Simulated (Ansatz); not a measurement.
ScNb:

```xyz
2
Lattice="3.0656 0.0000 0.0000 -1.5328 2.6549 0.0000 0.0000 0.0000 5.0722" Properties=species:S:1:pos:R:3 pbc="T T T"
Nb    0.0000    1.7700    2.5361
Sc    0.0000    0.0000    0.0000
```

The cell comes from a database or a generator and needn't be the stable form of this composition.

| Property | Result |
| --- | --- |
| Program | Ansatz 0.2.0 |
| Task | relaxation of cell and atoms |
| Functional | PBEsol |
| Potentials or basis | Ansatz PAW |
| Cutoff | 420 eV (not typed: the program's choice for these potentials) |
| k mesh | 10 × 10 × 5 |
| Occupations | fermi-dirac, width 0.05 eV |
| Spin | no spin polarisation |

At the start: volume 20.64 Å³/atom.

Q: Where does the relaxation end?

A: It ends after 4 steps and the volume is 19.82 Å³/atom (-4.0 %); space group P-6m2 (No. 187, to 0.05 Å).

The path:
| step | energy change (eV) | largest force (eV/Å) | volume (Å³) |
| --- | --- | --- | --- |
| 1 | 0.0000 | 0.0000 | 41.28 |
| 2 | -0.0215 | 0.0000 | 39.73 |
| 3 | -0.0215 | 0.0000 | 39.65 |
| 4 | -0.0214 | 0.0000 | 39.65 |

Final structure:
```
Nb Sc
1.0
     3.02707    0.00000    0.00000
    -1.51353    2.62152    0.00000
     0.00000    0.00000    4.99600
Nb Sc
1 1
Direct
  0.33333 0.66667 0.50000
  0.00000 0.00000 0.00000
```

Caveat: the plane-wave basis is chosen anew once the cell has moved, so the energies of steps on either side of that aren't comparable; the PAW data sets come from PBE, with cores solved anew for the run's functional, which leaves a small shift of forces and pressure.
